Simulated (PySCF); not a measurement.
# C4H12Ge: the cost of one run

Programs: PySCF 2.14.0, with routines of our own; each step states its level. All values are computed. Atoms count from 0.

## 1. The starting structure

17 atoms, charge 0, multiplicity 1; geometry from: GFN2-xTB.

## 2. NMR shieldings: PBE0/pcJ-1 Ge:dyall-v2z, spin–orbit

The job: settings as JSON, then the geometry in Å.

```
{"job": {"xc": "PBE0", "basis": {"default": "pcJ-1", "Ge": "dyall-v2z"}, "rel": "so", "kind": "hnmr"}, "charge": 0, "multiplicity": 1}
C     -0.472545    -0.999334    -1.654053
Ge    -0.001413    -0.000896    -0.001443
C     -0.021557     1.950221    -0.378336
C     -1.321610    -0.411909     1.425800
C      1.813589    -0.537703     0.603765
H     -1.462241    -0.720982    -2.003807
H     -0.466470    -2.070186    -1.473759
H      0.236597    -0.787228    -2.448641
H      0.240017     2.516916     0.510297
H     -1.006170     2.271200    -0.705315
H      0.690923     2.199874    -1.158873
H     -2.323316    -0.125823     1.119660
H     -1.327916    -1.474153     1.651505
H     -1.082142     0.126793     2.337803
H      1.850668    -1.601541     0.818389
H      2.554970    -0.320949    -0.159590
H      2.091618    -0.002271     1.506687
```

With the program's defaults for keys left out, this is: PBE0/pcJ-1 Ge:dyall-v2z GIAO NMR shielding, X2C with spin-orbit coupling, screened-nuclear two-electron part, Gaussian nuclei, gas phase.

On the command line:

```bash
$ OMP_NUM_THREADS=1 python heavy_run.py task.json out
```

This one command runs all jobs of the session in turn.

**Question.** How long does this first job take on 1 thread of Intel Xeon Platinum 8259CL at 2.50GHz, shared host, and how much memory does it need?

About 3.8 min, with a peak of 1.8 GiB.
